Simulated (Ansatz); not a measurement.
# Ca3Zr2N: the cost of one run

Method: DFT PBE, scalar-relativistic, plane waves, PAW, in Ansatz 0.2.0.

1 further run of the same task is left out (it didn't finish).

## (1) Starting point

Symmetry: P-4m2, No. 115, tetragonal system. Conventional cell: a = 3.606 Å, b = 3.606 Å, c = 8.010 Å, α = 90.00°, β = 90.00°, γ = 90.00°. Around Ca (site symmetry 2mm) lie 5 Zr at 2.73 to 2.85 Å. Ca (site symmetry -4m2) is surrounded by 4 N at 2.55 Å and 4 Zr at 2.76 Å. Around Zr (site symmetry 2mm) lie 7 Ca at 2.73 to 2.85 Å and 2 N at 2.76 Å. Around N (site symmetry -4m2) lie 4 Ca at 2.55 Å and 4 Zr at 2.76 Å.

As a file:

```cif
data_structure
_symmetry_space_group_name_H-M 'P 1'
_symmetry_Int_Tables_number 1
_cell_length_a 3.6056
_cell_length_b 3.6056
_cell_length_c 8.0096
_cell_angle_alpha 90.000
_cell_angle_beta 90.000
_cell_angle_gamma 90.000
_cell_volume 104.13
loop_
_atom_site_label
_atom_site_type_symbol
_atom_site_fract_x
_atom_site_fract_y
_atom_site_fract_z
_atom_site_occupancy
Ca1 Ca 0.50000 0.00000 0.38354 1
Ca2 Ca 0.00000 0.50000 0.61646 1
Ca3 Ca 0.00000 0.00000 0.00000 1
Zr1 Zr 0.50000 0.00000 0.73987 1
Zr2 Zr 0.00000 0.50000 0.26013 1
N1 N 0.50000 0.50000 0.00000 1
```

The cell is invented: species swapped into a database cell of Hf2GaSb3 (P-4m2, No. 115), with Zr on the Hf sites, N on the Ga sites and Ca on the Sb sites. Lengths come from tabulated atomic sizes and are only a guess.

## (2) A first look at the guess

Input file input.yaml:

```yaml
crystal:
  lattice:
    - [3.6056288, 0.0, 0.0]
    - [0.0, 3.6056288, 0.0]
    - [0.0, 0.0, 8.00957897]
  atoms:
    - { symbol: Ca, position: [0.5, 0.0, 0.38354135] }
    - { symbol: Ca, position: [0.0, 0.5, 0.61645865] }
    - { symbol: Ca, position: [0.0, 0.0, 0.0] }
    - { symbol: Zr, position: [0.5, 0.0, 0.7398749] }
    - { symbol: Zr, position: [0.0, 0.5, 0.2601251] }
    - { symbol: "N", position: [0.5, 0.5, 0.0] }
basis:
  ecutwfc: 420
kpoints:
  mp_grid: { grid: [6, 6, 2] }
hamiltonian:
  xc: pbe
scf:
  occupations: { method: gaussian, width: 0.1 }
  lower_state_search: "off"
output:
  forces: true
  stress: true
  eigenvalues: true
```

Run with:

```console
$ ansatz run input.yaml --threads 1 --pin off --max-ram 2560MiB --backend cpu --events-out ev --progress --plain --runs-dir out
```

What time and memory should one allow on 1 thread of AMD EPYC 9R45 (Zen 5), shared host?

About 2.9 s, with a peak of 0.38 GiB.
